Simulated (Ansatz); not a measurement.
# PbS: the cost of one run

Program: Ansatz 0.2.0. Level of theory: DFT PBE, scalar-relativistic, plane waves, PAW. These are calculated values, not measurements.

The COD entry's cell or inner coordinates are ideal or old and differ from later refinements, so a difference from it is no clean test against experiment.

1 further run of the same task is left out (set aside as unsound or not needed).

**1. Starting point**

It takes space group Fm-3m (No. 225, cubic). The conventional cell has a = 6.009 Å, b = 6.009 Å, c = 6.009 Å, α = 90.00°, β = 90.00°, γ = 90.00°. Pb (site symmetry m-3m) is surrounded by 6 S at 3.00 Å. S (site symmetry m-3m) has 6 Pb at 3.00 Å as nearest neighbours.

Structure file:

```xyz
2
Lattice="0.0000 3.0045 3.0045 3.0045 0.0000 3.0045 3.0045 3.0045 0.0000" Properties=species:S:1:pos:R:3 pbc="T T T"
Pb    0.0000    0.0000    0.0000
S     3.0045    3.0045    3.0045
```

This cell was relaxed beforehand with the same method: volume 27.12 Å³/atom, gap on the mesh 0.49 eV.

**2. Bands, states and charges**

input.yaml

```yaml
crystal:
  lattice:
    - [0.0, 3.0045094532, 3.0045094532]
    - [3.0045094532, 0.0, 3.0045094532]
    - [3.0045094532, 3.0045094532, 0.0]
  atoms:
    - { symbol: Pb, position: [0.0, 0.0, 0.0] }
    - { symbol: S, position: [0.5, 0.5, 0.5] }
basis:
  ecutwfc: 420
kpoints:
  mp_grid: { grid: [10, 10, 10] }
  band_path:
    path:
      - [[0.0, 0.0, 0.0], [0.5, 0.0, 0.5], [0.625, 0.25, 0.625]]
      - [[0.375, 0.375, 0.75], [0.0, 0.0, 0.0], [0.5, 0.5, 0.5], [0.5, 0.25, 0.75], [0.5, 0.0, 0.5]]
    npoints: 14
hamiltonian:
  xc: pbe
scf:
  occupations: { method: gaussian, width: 0.02 }
  n_extra_bands: 6
output:
  forces: true
  stress: true
  eigenvalues: true
  populations: true
  dos: { projected: true, de: 0.02, nscf_kmesh: { grid: [15, 15, 15] } }
  bader: true
  write_density: true
  write_potential: true
  elf: true
  volumetric_format: npy
```

Run with:

```
> ansatz run input.yaml --threads 1 --pin off --max-ram 2560MiB --backend cpu --events-out ev --progress --plain --runs-dir out
```

What time and memory should one allow on 1 thread of Arm Neoverse V2, shared host?

About 13 s, with a peak of 0.33 GiB.
